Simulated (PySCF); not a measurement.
# C3H6O2Si: the cost of one run

The runs use PySCF 2.14.0, with density-fitted response routines of our own; the level of theory stands in each step. All values are computed, except where a source is named. Atoms are numbered from 0 throughout.

## 1. The molecule as given

12 atoms, charge 0, multiplicity 1; geometry from: GFN2-xTB. The atoms were then displaced at random by about 0.01 Å, so the start is not that level's minimum.

Bonds of the start (Å): O0–C1 1.22, C1–C2 1.53, C2–O3 1.42, O3–C4 1.39, C4–Si5 1.91, Si5–C1 1.94, C2–H6 1.09, C2–H7 1.06, C4–H8 1.11, C4–H9 1.08, Si5–H10 1.47, Si5–H11 1.46.

## 2. Optimising the geometry at PBE0-D3(BJ)/def2-SVP

What the job is given:

```
{"job": {"xc": "PBE0", "basis": "def2-SVP", "d3": "d3bj", "grid": 1, "shake": 0.01, "kind": "geom"}, "charge": 0, "multiplicity": 1}
O     -0.403350    -2.508790     0.111400
C     -0.262710    -1.295380     0.107910
C     -1.393740    -0.278770    -0.094910
O     -0.931050     1.002130     0.317870
C      0.348810     1.294630    -0.148070
Si     1.367640    -0.261590     0.266840
H     -1.617750    -0.290470    -1.160680
H     -2.250400    -0.532570     0.480140
H      0.643660     2.212970     0.407900
H      0.322530     1.527290    -1.202530
H      1.858620    -0.278030     1.649490
H      2.357440    -0.619710    -0.744360
```

Command:

```sh
$ OMP_NUM_THREADS=1 python probes_run.py task.json out
```

One launch serves the whole session: the jobs run in the order shown.

Q: Estimate the wall time and peak memory of this first job on 1 thread of Arm Neoverse V1, shared host.

About 45 s, with a peak of 0.52 GiB.
